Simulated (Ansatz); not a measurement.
**H2OSTe (SMILES O[Te]S): one structure at several levels**

An exercise on one series of results from a longer session: the logs are not shown, and one member is left open.

Method: single points in def2-TZVPP; program: Ansatz 0.2.0, Gaussian basis.

Correlated methods freeze the cores. Filled d shells of the heavier atoms are correlated. Core potentials replace the inner electrons past krypton, and spin-orbit coupling is left out.

**Where the work starts**

5 atoms, charge 0, spin multiplicity 1.

Atoms are counted from 1 here; the program's logs count them from 0.

Bond lengths: O1–Te2 2.054 Å, O1–H4 1.013 Å, Te2–S3 2.211 Å, S3–H5 1.105 Å. Angles: Te2–O1–H4 102.2°, O1–Te2–S3 98.5°, Te2–S3–H5 105.4°.

Geometry (Å):

```xyz
5
charge 0, multiplicity 1
O    -1.5627   -0.7874    0.2800
Te   -0.5626    0.4154   -1.0518
S     0.8785    1.3319    0.3522
H    -0.9622   -1.6019    0.3252
H     1.8241    0.7803    0.2031
```

Set-up of the first run:

File run/in.yaml:

```yaml
crystal:
  periodic: [false, false, false]
  atoms:
    - {symbol: O, position_ang: [-1.562700, -0.787400, 0.280000]}
    - {symbol: Te, position_ang: [-0.562600, 0.415400, -1.051800]}
    - {symbol: S, position_ang: [0.878500, 1.331900, 0.352200]}
    - {symbol: H, position_ang: [-0.962200, -1.601900, 0.325200]}
    - {symbol: H, position_ang: [1.824100, 0.780300, 0.203100]}
basis:
  gaussian: {orbitals: def2-TZVPP}
correlation: {method: ccsd_t}
output: {forces: true}
```

The command line of these runs was not kept.

Among the steps run: CCSD(T)/def2-TZVPP; PBE0-D4/def2-TZVPP; wB97M-V/def2-TZVPP; r2SCAN-D4/def2-TZVPP; PBE-D4/def2-TZVPP; r2SCANh-D4/def2-TZVPP; revPBE-D4/def2-TZVPP.

One table of the session follows, with a row left open; its other results are not shown here.

| method | RMS force component (eV/Å) | angle to CCSD(T) forces (°) | dipole (D) |
| --- | --- | --- | --- |
| CCSD(T) | 4.489 | reference | 2.54 |
| PBE0-D4 | 4.555 | 1.4 | 2.57 |
| wB97M-V | ? | ? | ? |
| r2SCAN-D4 | 4.522 | 1.2 | 2.51 |
| PBE-D4 | 4.573 | 3.4 | 2.44 |
| r2SCANh-D4 | 4.521 | 1.3 | 2.55 |
| revPBE-D4 | 4.585 | 3.9 | 2.41 |

Q: Estimate the row for wB97M-V from the others.

As computed: RMS force component (eV/Å): 4.485; angle to CCSD(T) forces (°): 1.3; dipole (D): 2.62. In the column «RMS force component (eV/Å)» it is the lowest.
